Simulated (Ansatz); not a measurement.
**C₂H₄BFOS: a ladder of functionals and wavefunction methods**

An exercise on one series of results from a longer session: the logs are not shown, and one member is left open.

Program: Ansatz 0.2.0, Gaussian basis. Level of theory: functionals in def2-TZVPP, the program's frozen cores in correlated methods. These are calculated values, not measurements.

Levels to be run: LDA (SPW92), PBE-D4, revPBE-D4, BLYP-D4, r2SCAN-D4, B97M-V, PBE0-D4, B3LYP-D4, r2SCANh-D4, r2SCAN0-D4, HSE06-D4, BHLYP-D4, CAM-B3LYP-D4, LC-ωPBE, ωB97X-V, ωB97M-V, B2PLYP, PBE-QIDH; CCSD(T)/def2-SVP; CCSD(T)/def2-TZVPP; MP2/def2-QZVPP; extrapolation to the limit; RPA on PBE.

**Structure used throughout**

An earlier PBE0-D4 in a triple-zeta def2 set relaxation fixed the geometry.

SMILES `CC1(S)OB1F`, 10 atoms, charge 0, spin multiplicity 1.

Atoms are counted from 1 here; the program's logs count them from 0.

Bond lengths: C1–C2 1.499 Å, C1–H7 1.092 Å, C1–H8 1.090 Å, C1–H9 1.094 Å, C2–S3 1.767 Å, C2–O4 1.583 Å, C2–B5 1.507 Å, S3–H10 1.342 Å, O4–B5 1.319 Å, B5–F6 1.308 Å. Angles: C2–C1–H7 109.6°, C2–C1–H8 110.6°, C2–C1–H9 111.1°, H7–C1–H8 108.7°, H7–C1–H9 108.2°, H8–C1–H9 108.5°, C1–C2–S3 111.8°, C1–C2–O4 111.7°, C1–C2–B5 124.8°, S3–C2–O4 114.4°, S3–C2–B5 123.1°, O4–C2–B5 50.5°, C2–S3–H10 98.2°, C2–O4–B5 61.8°, C2–B5–O4 67.8°, C2–B5–F6 154.1°, O4–B5–F6 138.0°.

Set-up of the first run:

in.yaml

```yaml
crystal:
  periodic: [false, false, false]
  atoms:
    - {symbol: C, position_ang: [-0.324460, -0.845595, -0.995512]}
    - {symbol: C, position_ang: [0.095955, -0.026214, 0.186794]}
    - {symbol: S, position_ang: [1.093559, -0.956982, 1.310243]}
    - {symbol: O, position_ang: [-1.136716, 0.706041, 0.857993]}
    - {symbol: B, position_ang: [-0.171356, 1.447667, 0.349745]}
    - {symbol: F, position_ang: [0.126231, 2.716773, 0.242399]}
    - {symbol: H, position_ang: [0.539905, -1.036823, -1.634481]}
    - {symbol: H, position_ang: [-1.080554, -0.318864, -1.577717]}
    - {symbol: H, position_ang: [-0.736695, -1.808921, -0.681197]}
    - {symbol: H, position_ang: [1.677232, 0.071818, 1.944933]}
basis:
  gaussian: {orbitals: def2-TZVPP}
hamiltonian: {xc: lda}
output: {orbitals: {seedname: orbitals}}
```

Steps of the session up to this table: LDA; PBE-D4 (GGA); revPBE-D4 (GGA); BLYP-D4 (GGA); r2SCAN-D4 (meta-GGA); B97M-V (meta-GGA); PBE0-D4 (hybrid); B3LYP-D4 (hybrid); r2SCANh-D4 (hybrid); r2SCAN0-D4 (hybrid); HSE06-D4 (hybrid); BHLYP-D4 (hybrid); CAM-B3LYP-D4 (range-separated); LC-ωPBE (range-separated); ωB97X-V (range-separated); ωB97M-V (range-separated); B2PLYP (double hybrid); PBE-QIDH (double hybrid).

One of the session's tables, all rows but one given; the rest of the session is left out.

It belongs to the step «Orbital energies across the functionals». 

| functional | HOMO (eV) | gap (eV) |
| --- | --- | --- |
| LDA (SPW92) | -6.31 | 5.05 |
| PBE-D4 | -6.15 | 5.10 |
| revPBE-D4 | -6.08 | 5.14 |
| BLYP-D4 | -6.01 | 5.03 |
| r2SCAN-D4 | -6.39 | 5.68 |
| B97M-V | -6.46 | 5.61 |
| PBE0-D4 | -7.38 | 7.23 |
| B3LYP-D4 | ? | ? |
| r2SCANh-D4 | -6.85 | 6.47 |
| r2SCAN0-D4 | -7.54 | 7.63 |
| HSE06-D4 | -6.98 | 6.46 |
| BHLYP-D4 | -8.50 | 9.13 |
| CAM-B3LYP-D4 | -8.73 | 9.50 |
| LC-ωPBE | -10.09 | 12.12 |
| ωB97X-V | -9.72 | 11.56 |
| ωB97M-V | -9.57 | 11.05 |

Q: Estimate the row for B3LYP-D4 from the others.

Worked estimate for «HOMO (eV)». Against the share of exact exchange, BLYP-D4 (0, -6.01), BHLYP-D4 (0.5, -8.50) give a slope of -4.98 per unit share; at 0.2 the line stands at -7.01.

**Answer.** HOMO (eV): -7.16; gap (eV): 6.73. In «HOMO (eV)» the line misses by +0.15.
